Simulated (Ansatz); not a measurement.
# AlNH4O2 (SMILES [NH2][Al]([OH])[OH]): HF/6-31+G(d) (sfX2C, Cartesian functions)

What is the adiabatic ionisation energy of AlNH4O2 at HF/6-31+G* (sfX2C, Cartesian functions)? 

The calculation is run with Ansatz 0.2.0.

3 further runs of the same task are left out: 1 that didn't finish, 2 set aside as unsound or not needed.

### 1 The system as given

The species is AlNH4O2 (8 atoms), meant as a singlet with charge 0. SMILES: `[NH2][Al]([OH])[OH]`. The shape is that of a PBE0-D4/def2-TZVP optimisation. This is one conformer, not always the lowest. The run starts from this shape.

Bond lengths: N1–Al2 1.760 Å, Al2–O3 1.695 Å, Al2–O4 1.692 Å, N1–H5 1.005 Å, N1–H6 1.006 Å, O3–H7 0.954 Å, O4–H8 0.955 Å. Angles: N1–Al2–O3 123.6°, N1–Al2–O4 117.6°, O3–Al2–O4 118.8°, Al2–N1–H5 126.0°, Al2–N1–H6 123.5°, Al2–O3–H7 124.8°, Al2–O4–H8 122.2°, H5–N1–H6 110.5°.

### 2 A geometry optimisation at HF/6-31+G(d) (sfX2C, Cartesian functions)

molecule.yaml

```yaml
crystal:
  periodic: [false, false, false]
  atoms:
    - symbol: "N"
      position_ang: [-0.453400, 1.370900, 0.159000]
    - symbol: Al
      position_ang: [0.021900, -0.314300, -0.015200]
    - symbol: O
      position_ang: [1.569400, -0.806100, -0.500900]
    - symbol: O
      position_ang: [-1.140100, -1.496100, 0.324200]
    - symbol: H
      position_ang: [0.132800, 2.170000, -0.009000]
    - symbol: H
      position_ang: [-1.372600, 1.662000, 0.447700]
    - symbol: H
      position_ang: [2.287000, -0.213800, -0.712700]
    - symbol: H
      position_ang: [-0.952800, -2.429800, 0.251200]
basis:
  gaussian:
    orbitals: 6-31+G_st_.json
total_charge: 0
relax:
  f_tol: 0.001
hamiltonian:
  xc: hf
  pseudopotentials: {relativity: scalar}
output: {orbitals: {seedname: orbitals}}
```

The basis set 6-31+G* is read from a file made from the Basis Set Exchange's data (not shown).

Started as:

```bash
$ ansatz run molecule.yaml --threads 1 --pin off --max-ram 2610MiB --events-out events.jsonl --progress --plain --runs-dir runs
```

Log:

```text
Warning: RAYON_NUM_THREADS=1 ignored (pool sized by the plan → 1); use --threads N
The last accepted step is kept in runs//last_step.txt (removed where the run ends without a failure and the disk answers)
[... 55 lines left out ...]
Total energy: -12220.08178512 eV, -449.0797225344 hartree
[... 9 lines left out ...]
Dipole moment:     0.241398     0.287031    -0.069924 e Å
```

Wall time 8.7 s (1 thread of AMD EPYC 9R14 (Zen 4), shared host); peak memory 0.17 GiB.

Steps, from the record of the run:

| step | energy from the first frame kept (eV) | largest force (eV/Å) |
| --- | --- | --- |
| 1 | 0.0000 | 0.7290 |
| 2 | -0.0118 | 0.1872 |
| 3 | -0.0138 | 0.0820 |
| 4 | -0.0157 | 0.0187 |
| 5 | -0.0157 | 0.0268 |
| 6 | -0.0157 | 0.0068 |
| 7 | -0.0157 | 0.0004 |

After the run. Bond lengths: N1–Al2 1.768 Å, Al2–O3 1.697 Å, Al2–O4 1.693 Å, N1–H5 0.998 Å, N1–H6 0.999 Å, O3–H7 0.943 Å, O4–H8 0.944 Å. Angles: N1–Al2–O3 122.8°, N1–Al2–O4 118.4°, O3–Al2–O4 118.7°, Al2–N1–H5 126.2°, Al2–N1–H6 123.5°, Al2–O3–H7 128.5°, Al2–O4–H8 125.2°, H5–N1–H6 110.3°.

### 3 The doublet cation

Changes to molecule.yaml since step 2:

```diff
@@ -22,5 +22,6 @@
     orbitals: 6-31+G_st_.json
-total_charge: 0
+total_charge: 1
 relax:
   f_tol: 0.001
+output: {orbitals: {seedname: orbitals}}
 hamiltonian:
@@ -28,2 +29,4 @@
   pseudopotentials: {relativity: scalar}
-output: {orbitals: {seedname: orbitals}}
+magnetization:
+  spin_polarized: true
+  initial_magnetization: 1
```

The basis set 6-31+G* is read from a file made from the Basis Set Exchange's data (not shown).

Started as:

```bash
$ ansatz run molecule.yaml --threads 1 --pin off --max-ram 2610MiB --events-out events.jsonl --progress --plain --runs-dir runs
```

Log, shortened:

```text
Warning: RAYON_NUM_THREADS=1 ignored (pool sized by the plan → 1); use --threads N
[... 1 set-up line as earlier in the session ...]
[... 88 lines left out ...]
Total energy: -12212.35147199 eV, -448.7956387664 hartree
[... 9 lines left out ...]
Dipole moment:    -0.193739     0.482817     0.067804 e Å
```

Wall time 18 s (1 thread of AMD EPYC 9R14 (Zen 4), shared host); peak memory 0.24 GiB.

Steps, from the record of the run:

| step | energy from the first frame kept (eV) | largest force (eV/Å) |
| --- | --- | --- |
| 1 | 0.0000 | 6.4074 |
| 2 | -0.3920 | 3.6493 |
| 3 | -0.5251 | 4.0444 |
| 4 | -0.7484 | 0.7674 |
| 5 | -0.7960 | 0.6856 |
| 6 | -0.8533 | 0.5151 |
| 7 | -0.9042 | 0.1140 |
| 8 | -0.9049 | 0.1433 |
| 9 | -0.9068 | 0.0079 |
| 10 | -0.9068 | 0.0394 |
| 11 | -0.9069 | 0.0021 |
| 12 | -0.9069 | 0.0011 |

After the run. Bond lengths: N1–Al2 1.959 Å, Al2–O3 1.640 Å, Al2–O4 1.640 Å, N1–H5 1.011 Å, N1–H6 1.011 Å, O3–H7 0.945 Å, O4–H8 0.945 Å. Angles: N1–Al2–O3 104.9°, N1–Al2–O4 104.9°, O3–Al2–O4 150.2°, Al2–N1–H5 124.1°, Al2–N1–H6 124.1°, Al2–O3–H7 142.4°, Al2–O4–H8 142.4°, H5–N1–H6 111.8°.

### 4 What came out

Level: HF/6-31+G* (sfX2C, Cartesian functions).

| quantity | value |
| --- | --- |
| singlet AlNH4O2: total energy at the end | -449.07972 Eh |
| singlet AlNH4O2: dipole moment | 1.83 D |
| singlet AlNH4O2: HOMO energy | -10.87 eV |
| singlet AlNH4O2: LUMO energy | 1.19 eV |
| singlet AlNH4O2: HOMO–LUMO gap | 12.07 eV |
| doublet cation: total energy at the end | -448.79564 Eh |
| doublet cation: HOMO energy (highest over α and β) | -18.70 eV |
| doublet cation: LUMO energy (lowest over α and β) | -5.37 eV |
| doublet cation: ⟨S²⟩ | 0.759 |
| adiabatic ionisation energy (to the doublet cation, no zero-point term) | 7.730 eV |

The adiabatic ionisation energy (to the doublet cation, no zero-point term) is 7.73 eV (178 kcal/mol). The optimisation (singlet AlNH4O2) took 6 steps and changed the energy by -0.016 eV. The optimisation (doublet cation) took 11 steps and changed the energy by -0.907 eV.
